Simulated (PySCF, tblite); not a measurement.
# C2H9PSSi2: geometry, infrared bands and NMR shifts

What infrared bands and NMR shifts should C2H9PSSi2 (`P[SiH2][Si@H]1CCS1`) show?

Computed with tblite 0.8.0 and PySCF 2.14.0, with density-fitted response routines of our own, on a single molecule in the gas phase. Atoms count from 0, in the outputs and in this text.

## Step 1: The molecule as given

15 atoms, charge 0, multiplicity 1; geometry from: force field or distance geometry start.

Bonds of the start (Å): P0–Si1 2.23, Si1–Si2 2.21, Si2–C3 1.87, C3–C4 1.50, C4–S5 1.83, S5–Si2 2.14, P0–H6 1.46, P0–H7 1.47, Si1–H8 1.48, Si1–H9 1.46, Si2–H10 1.45, C3–H11 1.11, C3–H12 1.11, C4–H13 1.11, C4–H14 1.11.

## Step 2: Relaxing the molecule with GFN2-xTB

The job: settings as JSON, then the geometry in Å.

```
{"job": {"kind": "relax", "xc": "GFN2-xTB", "basis": "xTB"}, "charge": 0, "multiplicity": 1}
P      3.442600    -0.376000     0.137200
Si     1.503500     0.717200     0.076300
Si    -0.214300    -0.617300    -0.288400
C     -1.795000     0.175800     0.327700
C     -2.566600    -0.289100    -0.869000
S     -1.234600    -0.125300    -2.106800
H      3.642500    -1.172200    -1.069200
H      4.475000     0.666300     0.101500
H      1.249800     1.428800     1.347000
H      1.555600     1.722000    -0.985500
H     -0.053500    -2.030900     0.002700
H     -2.083600    -0.303100     1.292300
H     -1.639100     1.273700     0.419400
H     -3.466600     0.304000    -1.126600
H     -2.820000    -1.365900    -0.786200
```

Launch:

```console
$ OMP_NUM_THREADS=1 python probes_run.py task.json out
```

This one command runs all jobs of the session in turn.

What it wrote:

```text
step      E/eV     max force
  0    -491.13906    1.984
  1    -491.35169    1.313
  2    -491.62002    1.296
  3    -491.78038    1.184
  4    -491.87294    0.683
  5    -491.90929    0.375
  6    -491.93520    0.339
  7    -491.96160    0.511
  8    -491.98646    0.466
  9    -492.00624    0.304
 10    -492.01830    0.249
 11    -492.03042    0.294
 12    -492.04425    0.277
 13    -492.05567    0.256
 14    -492.06319    0.180
 15    -492.06799    0.148
 16    -492.07164    0.155
 17    -492.07526    0.153
 18    -492.07933    0.180
 19    -492.08393    0.178
 20    -492.08860    0.192
 21    -492.09250    0.149
 22    -492.09550    0.142
 23    -492.09809    0.123
 24    -492.10053    0.117
 25    -492.10266    0.108
 26    -492.10437    0.112
 27    -492.10603    0.099
 28    -492.10809    0.137
 29    -492.11035    0.145
 30    -492.11211    0.094
 31    -492.11327    0.097
 32    -492.11431    0.090
 33    -492.11569    0.124
 34    -492.11732    0.129
 35    -492.11875    0.106
 36    -492.11980    0.085
 37    -492.12067    0.067
 38    -492.12149    0.087
 39    -492.12222    0.067
 40    -492.12282    0.075
 41    -492.12343    0.071
 42    -492.12422    0.087
 43    -492.12519    0.089
 44    -492.12605    0.080
 45    -492.12661    0.052
 46    -492.12697    0.057
 47    -492.12729    0.044
 48    -492.12759    0.041
 49    -492.12784    0.038
 50    -492.12805    0.047
 51    -492.12830    0.052
 52    -492.12861    0.046
 53    -492.12893    0.043
 54    -492.12918    0.038
 55    -492.12941    0.041
 56    -492.12966    0.050
 57    -492.12996    0.061
 58    -492.13019    0.041
 59    -492.13032    0.031
 60    -492.13041    0.024
 61    -492.13051    0.035
 62    -492.13063    0.043
 63    -492.13075    0.033
 64    -492.13083    0.020
 65    -492.13090    0.021
 66    -492.13101    0.030
 67    -492.13117    0.043
 68    -492.13137    0.046
 69    -492.13153    0.033
 70    -492.13164    0.032
 71    -492.13175    0.030
 72    -492.13190    0.043
 73    -492.13210    0.042
 74    -492.13228    0.040
 75    -492.13240    0.030
 76    -492.13249    0.033
 77    -492.13262    0.040
 78    -492.13284    0.049
 79    -492.13314    0.056
 80    -492.13342    0.052
 81    -492.13362    0.043
 82    -492.13375    0.038
 83    -492.13388    0.028
 84    -492.13399    0.020
 85    -492.13406    0.019
 86    -492.13411    0.017
 87    -492.13414    0.016
 88    -492.13422    0.019
 89    -492.13432    0.023
 90    -492.13448    0.024
 91    -492.13461    0.029
 92    -492.13472    0.027
 93    -492.13480    0.025
 94    -492.13493    0.028
 95    -492.13514    0.033
 96    -492.13542    0.039
 97    -492.13569    0.038
 98    -492.13589    0.025
 99    -492.13599    0.034
100    -492.13605    0.026
101    -492.13612    0.016
102    -492.13616    0.014
103    -492.13618    0.013
104    -492.13622    0.014
105    -492.13627    0.014
106    -492.13631    0.012
107    -492.13633    0.016
108    -492.13636    0.017
109    -492.13639    0.017
110    -492.13645    0.022
111    -492.13653    0.023
112    -492.13659    0.016
113    -492.13662    0.015
114    -492.13664    0.014
115    -492.13667    0.012
116    -492.13671    0.018
117    -492.13677    0.022
118    -492.13686    0.024
119    -492.13698    0.027
120    -492.13713    0.041
121    -492.13737    0.054
122    -492.13773    0.051
123    -492.13814    0.071
124    -492.13780    0.089
125    -492.13874    0.047
126    -492.13896    0.039
127    -492.13930    0.042
128    -492.13944    0.044
129    -492.14014    0.062
130    -492.14065    0.065
131    -492.14140    0.068
132    -492.14221    0.072
133    -492.14277    0.083
134    -492.14340    0.076
135    -492.14399    0.037
136    -492.14440    0.035
137    -492.14489    0.044
138    -492.14509    0.039
139    -492.14528    0.036
140    -492.14547    0.028
141    -492.14563    0.033
142    -492.14575    0.030
143    -492.14587    0.031
144    -492.14595    0.017
145    -492.14599    0.016
146    -492.14604    0.014
147    -492.14607    0.014
148    -492.14609    0.013
149    -492.14610    0.009
```

It took 4.9 s on 1 thread of Intel Xeon at 2.50GHz, shared host.

Relaxation path: (not every step is listed)

```
step  energy from step 0 (eV)  largest force (eV/Å)
   0                   0.0000                1.9836
   1                  -0.2126                1.3126
   2                  -0.4810                1.2960
   3                  -0.6413                1.1836
   4                  -0.7339                0.6826
   5                  -0.7702                0.3747
   6                  -0.7961                0.3392
   7                  -0.8225                0.5109
   8                  -0.8474                0.4662
  21                  -0.9534                0.1486
  34                  -0.9783                0.1288
  47                  -0.9882                0.0442
  60                  -0.9914                0.0245
  73                  -0.9930                0.0418
  86                  -0.9951                0.0173
  99                  -0.9969                0.0340
 112                  -0.9975                0.0162
 125                  -0.9997                0.0472
 138                  -1.0060                0.0388
 144                  -1.0069                0.0175
 145                  -1.0069                0.0159
 146                  -1.0070                0.0138
 147                  -1.0070                0.0145
 148                  -1.0070                0.0132
 149                  -1.0070                0.0090
```

Distances of close pairs at the start and the end, largest changes first:

```
   bond  before (Å)  after (Å)  change (Å)
Si1–Si2       2.206      2.317      +0.111
  P0–H7       1.467      1.378      -0.090
  P0–H6       1.459      1.381      -0.079
 Si2–C3       1.873      1.915      +0.042
  C3–C4       1.498      1.528      +0.030
 C3–H11       1.115      1.088      -0.027
 Si2–S5       2.142      2.168      +0.025
 C3–H12       1.113      1.090      -0.023
```

The next job starts from the end point, and lists it.

## Step 3: Vibrational analysis with GFN2-xTB

The job: settings as JSON, then the geometry in Å.

```
{"job": {"kind": "ir", "xc": "GFN2-xTB", "basis": "xTB"}, "charge": 0, "multiplicity": 1}
P      3.249229    -0.249490     0.712615
Si     1.630884     0.839834    -0.382788
Si    -0.141226    -0.646964    -0.515793
C     -1.722194    -0.240610     0.484945
C     -2.653109    -0.096933    -0.718228
S     -1.504953    -0.213262    -2.143976
H      3.650827    -1.000525    -0.374062
H      4.216969     0.705033     0.486443
H      1.341322     2.021324     0.444058
H      2.092044     1.352939    -1.680153
H      0.112418    -2.096271    -0.494937
H     -2.065334    -1.007645     1.176688
H     -1.656220     0.692376     1.043744
H     -3.178995     0.853776    -0.766723
H     -3.376076    -0.905590    -0.799400
```

What it wrote:

```text
mode    cm-1     km/mol
  1      18.6      3.78
  2      53.0      0.13
  3      79.0      9.54
  4      96.7      4.24
  5     112.2      2.18
  6     137.3      5.76
  7     357.9     31.30
  8     372.9      7.39
  9     458.5      1.00
 10     491.5     66.91
 11     516.5     19.48
 12     524.9      4.08
 13     562.3     91.39
 14     579.8    577.01
 15     632.4      6.78
 16     677.9     28.50
 17     703.7    131.21
 18     716.9     29.88
 19     728.8     17.29
 20     758.0     43.30
 21     787.3    204.07
 22     849.5     14.11
 23    1041.1      1.64
 24    1049.2      2.58
 25    1149.8     13.17
 26    1173.4      1.48
 27    1205.4      3.32
 28    1225.2      8.26
 29    1457.6      2.07
 30    1476.7      0.83
 31    2163.5    148.48
 32    2183.2    276.62
 33    2194.3    135.58
 34    2328.5     94.49
 35    2420.8    122.85
 36    2981.3      9.06
 37    2999.0      7.27
 38    3005.3     28.31
 39    3013.4     20.90
```

Run time: 2.8 s. Hardware: 1 thread of Intel Xeon at 2.50GHz, shared host.

Which atoms move in the most intense modes:

```
cm⁻¹  km/mol                       atoms
 580   577.0  H10 41 %, H9 21 %, H8 21 %
 704   131.2            H6 42 %, H8 15 %
 787   204.1            H8 48 %, H9 44 %
2164   148.5                    H10 88 %
2183   276.6            H8 68 %, H9 21 %
2194   135.6            H9 76 %, H8 20 %
2328    94.5            H6 60 %, H7 37 %
2421   122.8            H7 60 %, H6 36 %
```

## Step 4: Shielding tensors: PBE0/pcSseg-1

Same as in step 3 but for these lines:

```diff
@@ -1,2 +1,2 @@
-{"job": {"kind": "ir", "xc": "GFN2-xTB", "basis": "xTB"}, "charge": 0, "multiplicity": 1}
+{"job": {"kind": "nmr", "xc": "PBE0", "basis": "pcSseg-1"}, "charge": 0, "multiplicity": 1}
 P      3.249229    -0.249490     0.712615
```

Method: GIAO PBE0/pcSseg-1 NMR shielding, non-relativistic, gas phase.

What it wrote:

```text
coarse grid: 14248 points
cycle   1  E = -1399.4184602675  dE =  4.294e-01  |g| = 3.424e-01  |ddm| = 3.606e+00
cycle   2  E = -1399.4047682463  dE =  1.369e-02  |g| = 4.119e-01  |ddm| = 1.113e+00
cycle   3  E = -1399.4540243723  dE = -4.926e-02  |g| = 3.745e-02  |ddm| = 6.485e-01
cycle   4  E = -1399.4543465079  dE = -3.221e-04  |g| = 1.917e-02  |ddm| = 7.461e-02
cycle   5  E = -1399.4544460415  dE = -9.953e-05  |g| = 5.527e-03  |ddm| = 2.752e-02
cycle   6  E = -1399.4544526911  dE = -6.650e-06  |g| = 1.624e-03  |ddm| = 6.568e-03
final grid: 118288 points
cycle   7  E = -1399.4913123664  dE = -2.171e-05  |g| = 6.379e-03  |ddm| = 2.578e-02
cycle   8  E = -1399.4913034121  dE =  8.954e-06  |g| = 8.538e-03  |ddm| = 1.502e-02
cycle   9  E = -1399.4913222421  dE = -1.883e-05  |g| = 6.951e-04  |ddm| = 9.373e-03
cycle  10  E = -1399.4913223710  dE = -1.289e-07  |g| = 1.373e-04  |ddm| = 1.099e-03
cycle  11  E = -1399.4913223759  dE = -4.880e-09  |g| = 3.750e-05  |ddm| = 2.338e-04
cycle  12  E = -1399.4913223763  dE = -3.865e-10  |g| = 1.253e-05  |ddm| = 6.617e-05
converged SCF energy = -1399.4913223763

GIAO shielding tensors (ppm)
atom      isotropic    diamagn.    paramagn.     s11        s22        s33       span
  0 P      631.906     966.515    -334.609    565.495    604.795    725.428    159.933
  1 Si     435.094     880.287    -445.194    395.046    444.926    465.309     70.263
  2 Si     355.495     877.918    -522.423    317.815    357.397    391.274     73.460
  3 C      171.485     252.005     -80.520    144.202    174.439    195.815     51.613
  4 C      154.692     250.155     -95.463    129.822    154.878    179.377     49.555
  5 S      658.878    1057.410    -398.532    431.101    593.971    951.561    520.461
  6 H       30.800      29.416       1.384     25.397     28.245     38.756     13.359
  7 H       30.518      28.559       1.958     24.752     27.068     39.733     14.981
  8 H       27.578      29.714      -2.136     24.313     26.107     32.316      8.002
  9 H       27.243      29.522      -2.279     23.115     26.016     32.598      9.484
 10 H       25.726      28.623      -2.897     21.768     25.873     29.536      7.768
 11 H       29.670      30.620      -0.950     25.777     27.366     35.867     10.090
 12 H       29.516      31.739      -2.222     26.444     28.052     34.053      7.609
 13 H       28.219      29.416      -1.198     23.697     25.971     34.988     11.291
 14 H       28.000      29.013      -1.013     23.255     26.409     34.335     11.080
```

It took 94 s on 1 thread of Intel Xeon at 2.50GHz, shared host; peak memory 0.8 GiB.

Shifts follow as δ = σ(reference) − σ, with reference shieldings (ppm) from runs at the same level and on the same kind of geometry: 1H TMS 31.72, 13C TMS 186.9, 29Si TMS 349.2, 31P H3PO4 318.4, 33S CS2 504. The references are single molecules in the gas phase, so shifts against H2O, NH3, PH3, H3PO4 or CFCl3 are not on the usual liquid scales and can be off by tens of ppm. Atoms listed in one row are averaged.

```
 atoms                                                     environment  σ (ppm)  δ (ppm)  δ scaled to CDCl3
    C4                                             sp3 CH2 bonded to S    154.7     32.2               25.1
    C3                                            sp3 CH2 bonded to Si    171.5     15.4               13.2
   H10  hydrogen on a silicon bonded to C, S, Si, in a 4-membered ring    25.73     5.99                  –
    H9                           hydrogen on a silicon bonded to P, Si    27.24     4.47                  –
    H8                           hydrogen on a silicon bonded to P, Si    27.58     4.14                  –
   H14                              hydrogen on an sp3 CH2 bonded to S    28.00     3.72               3.61
   H13                              hydrogen on an sp3 CH2 bonded to S    28.22     3.50               3.40
   H12                             hydrogen on an sp3 CH2 bonded to Si    29.52     2.20               2.18
   H11                             hydrogen on an sp3 CH2 bonded to Si    29.67     2.05               2.04
H6, H7                           hydrogen on a phosphorus bonded to Si    30.66     1.06                  –
    P0                                    phosphorus bonded to Si, 2 H    631.9   -313.5                  –
   Si2             silicon bonded to C, S, Si, H, in a 4-membered ring    355.5     -6.3                  –
   Si1                                    silicon bonded to P, Si, 2 H    435.1    -85.9                  –
    S5                    sulfur bonded to C, Si, in a 4-membered ring      659     -155                  –
```

The scaled column applies a straight-line fit of computed shieldings to shifts measured in CDCl3, with any fitted terms for Cl, Br or S neighbours (root-mean-square error 0.16 ppm for H, 1.9 ppm for C).

The run also stored atomic charges by several schemes (e):

```
atoms  Mulliken    IAO  Hirshfeld  ESP fit
   P0     -0.22  -0.10      -0.03    -0.40
  Si1      0.12   0.27       0.19     0.16
  Si2      0.48   0.56       0.26     0.64
   C3     -0.51  -0.53      -0.16    -0.70
   C4     -0.28  -0.31      -0.07     0.14
   S5     -0.29  -0.22      -0.13    -0.41
```

Mayer bond orders: P0–Si1 0.98, Si1–Si2 0.85, Si2–C3 0.92, C3–C4 1.00, C4–S5 1.00, S5–Si2 1.00.

Ring of atoms Si2, C3, C4, S5: NICS(0) 1.3, NICS(1) 0.9, NICS(1)zz 9.5 ppm (means of both faces).

Orbitals, density, ELF and potential are computed afterwards from the orbital file.

Frontier orbitals at PBE0/pcSseg-1, with the share of their density that lies nearest to each atom:

```
orbital  energy (eV)                                      lies on
   HOMO        -6.60                                      S5 74 %
   LUMO        -1.03  Si2 32 %; Si1 12 %; H9, H10 about 10 % each
```

ELF in a plane through or near 7 of the atoms.

Ten even steps from '0' (0.00) to '9' (1.00):
```
0000000000000000000000000000
0000000000000000000000000000
0000000000000000000000000000
0000000000000000000000000000
0000000001221000000000000000
0000000003564000000895000000
0000000014664100003999300000
0001541130213300016999300000
0005984251645731025895100000
0006997481519823254364100000
0002554478589171446699910000
0000037764367471413799910000
0000079982024211200499800000
0000189980017998200013000000
0000058840019999300000000000
0000001100018999300000000000
0000000000004896100000000000
0000000000000220000000000000
0000000000000000000000000000
0000000000000000000000000000
```
The map spans 13.8 Å across and 9.3 Å up, centred on the molecule. Atoms in the plane (x, y in Å): Si1 (-1.7, 0.7), Si2 (0.2, -0.6), C4 (2.7, 0.2), H6 (-3.5, -1.3), H10 (0.1, -2.1), H13 (3.1, 1.2), H14 (3.5, -0.5).

log10 of the density (e/Å³) in the same plane.

Values, 10 rows by 14 columns:
```
-4.0 -4.0 -4.0 -4.0 -4.0 -4.0 -4.0 -4.0 -4.0 -4.0 -4.0 -4.0 -4.0 -4.0
-4.0 -4.0 -4.0 -4.0 -3.3 -2.9 -3.1 -3.8 -4.0 -4.0 -4.0 -4.0 -4.0 -4.0
-4.0 -4.0 -4.0 -3.2 -2.3 -1.7 -2.0 -2.9 -3.5 -3.0 -2.7 -3.4 -4.0 -4.0
-4.0 -3.7 -2.7 -2.2 -1.3 -0.5 -1.0 -2.0 -2.0 -1.3 -0.7 -2.0 -3.7 -4.0
-4.0 -2.8 -1.4 -1.0 -0.6  2.1 -0.4 -0.9 -1.0 -0.1  0.1 -1.6 -3.2 -4.0
-4.0 -2.7 -1.3 -0.5 -0.3 -0.5 -0.2  1.2 -0.3  0.0  0.2 -1.1 -3.0 -4.0
-4.0 -3.0 -1.6 -0.1 -0.3 -1.3 -0.7  0.2 -0.7 -1.2 -0.8 -1.5 -3.3 -4.0
-4.0 -3.6 -2.3 -1.2 -1.4 -2.2 -1.1  0.0 -1.4 -2.5 -2.7 -3.1 -4.0 -4.0
-4.0 -4.0 -3.4 -2.8 -2.9 -3.0 -2.1 -1.6 -2.4 -3.5 -4.0 -4.0 -4.0 -4.0
-4.0 -4.0 -4.0 -4.0 -4.0 -4.0 -3.5 -3.2 -3.6 -4.0 -4.0 -4.0 -4.0 -4.0
```
The map spans 13.8 Å across and 9.3 Å up, centred on the molecule. Atoms in the plane (x, y in Å): Si1 (-1.7, 0.7), Si2 (0.2, -0.6), C4 (2.7, 0.2), H6 (-3.5, -1.3), H10 (0.1, -2.1), H13 (3.1, 1.2), H14 (3.5, -0.5).

On the surface of density 0.002 e/bohr³ the electrostatic potential runs, from the 1st to the 99th percentile, from -1.06 V near S5 to 1.36 V near Si2.

## Step 5: Summary of results

| quantity | value |
| --- | --- |
| strongest single infrared mode (GFN2-xTB) | 580 cm⁻¹, 577 km/mol |
| zero-point energy (GFN2-xTB) | 61.9 kcal/mol |
| 13C shifts against TMS (PBE0/pcSseg-1) | 32.2, 15.4 ppm |
| 1H shifts against TMS (PBE0/pcSseg-1, means over atoms taken as alike) | 5.99, 4.47, 4.14, 3.72, 3.50, 2.20, 2.05, 1.06 ppm |
| 31P shifts against H3PO4 (PBE0/pcSseg-1) | -313.5 ppm |
| 29Si shifts against TMS (PBE0/pcSseg-1) | -6.3, -85.9 ppm |
| 33S shifts against CS2 (PBE0/pcSseg-1) | -155 ppm |
| surface potential, 1st and 99th percentile | -1.06 V and 1.36 V |

**Reading.** The optimisation took 149 steps and gained 1.007 eV; among the close pairs (by a distance rule), Si1–Si2 changed most, from 2.206 to 2.317 Å. No mode is imaginary among the 39: a minimum at this level. The strongest single mode, at 580 cm⁻¹, has its largest shares on H10, H9 and H8 (the list is cut at 3 atoms). GFN2-xTB is a fitted tight-binding method: band positions and strengths are rough. Its intensities can rank the bands wrongly. At PBE0/pcSseg-1: The widest tensor belongs to S5: span 520 ppm, with a paramagnetic part of -399 ppm. By nearest atom (PBE0/pcSseg-1), the HOMO sits on S5 74 % and the LUMO on Si2 32 %; Si1 12 %.
